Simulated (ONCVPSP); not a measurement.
# Ni: the cost of one run

Method: ONCVPSP 4.0.1.1 (patched build), LDA (Perdew-Wang 92), scalar-relativistic.

15 further runs of the same task are left out: 3 that didn't finish, 12 set aside as unsound or not needed.

**1. The design**

Typed settings, in words:

```
element                 : nickel (Ni, Z = 28)
type                    : optimised norm-conserving Vanderbilt (ONCV)
frozen core             : [Ne]
valence charge          : 18
reference configuration : 3s2 3p6 3d8 (charge +2)
partial waves           : 3s: rc 0.95 bohr, ncon 5, nbas 10, qcut 12.8 1/bohr, 2 projectors, debl 2.6 Ha; 3p: rc 0.75 bohr, ncon 4, nbas 9, qcut 11.9 1/bohr, 1 projector; 3d: rc 1.45 bohr, ncon 4, nbas 9, qcut 11.7 1/bohr, 2 projectors, debl 2.6 Ha
local potential         : polynomial inside 0.50 bohr (lpopt 2, dvloc0 0 Ha)
core correction         : Teter function, fcfact 2.5, rcfact 1.25
```

The nodes and maxima of the atom's own shells, from an earlier all-electron run, set the scale for the radii.

All-electron outer shells of the reference configuration (LDA (PZ), scalar-relativistic, ld1.x):

```json
{"shell": "3s", "level (eV)": "-130.27", "outermost node (bohr)": "0.30", "outermost maximum (bohr)": "0.64"}
{"shell": "3p", "level (eV)": "-91.05", "outermost node (bohr)": "0.27", "outermost maximum (bohr)": "0.65"}
{"shell": "3d", "level (eV)": "-28.71", "outermost node (bohr)": "–", "outermost maximum (bohr)": "0.63"}
{"shell": "4s", "level (eV)": "-21.84", "outermost node (bohr)": "0.91", "outermost maximum (bohr)": "2.00"}
{"shell": "4p", "level (eV)": "-15.06", "outermost node (bohr)": "0.99", "outermost maximum (bohr)": "2.38"}
```

**2. Generating the potential**

Input file Ni.dat:

```
# ATOM AND REFERENCE CONFIGURATION
# atsym  z   nc   nv     iexc    psfile
  Ni 28.00    3    3  -001012      upf
#
#   n    l    f
    1    0    2.00
    2    0    2.00
    2    1    6.00
    3    0    2.00
    3    1    6.00
    3    2    8.00
#
# PSEUDOPOTENTIAL AND OPTIMIZATION
# lmax
    2
#
#   l,   rc,      ep,       ncon, nbas, qcut
    0    0.95    0.00    5   10   12.80
    1    0.75    0.00    4    9   11.90
    2    1.45    0.00    4    9   11.70
#
# LOCAL POTENTIAL
# lloc, lpopt,  rc(5),   dvloc0
    4    2    0.50    0.00
#
# VANDERBILT-KLEINMAN-BYLANDER PROJECTORs
# l, nproj, debl
    0    2    2.60
    1    1    1.10
    2    2    2.60
#
# MODEL CORE CHARGE
# icmod, fcfact, rcfact
    3    2.50    1.25
#
# LOG DERIVATIVE ANALYSIS
# epsh1, epsh2, depsh
   -6.00    5.00    0.04
#
# OUTPUT GRID
# rlmax, drl
    6.00    0.01
#
# TEST CONFIGURATIONS
# ncnf
    4
# nvcnf
#   n    l    f
    4
    3    0    2.00
    3    1    6.00
    3    2    8.00
    4    0    2.00
#
    4
    3    0    2.00
    3    1    6.00
    3    2    8.00
    4    0    1.00
#
    3
    3    0    2.00
    3    1    6.00
    3    2    7.00
#
    3
    3    0    2.00
    3    1    6.00
    3    2    6.00
#
```

On the command line:

```sh
$ oncvpsp.x < Ni.dat > Ni.out
```

**Question.** How long does this run take on 1 thread of Neoverse-N1, shared host?

About 5.1 s.
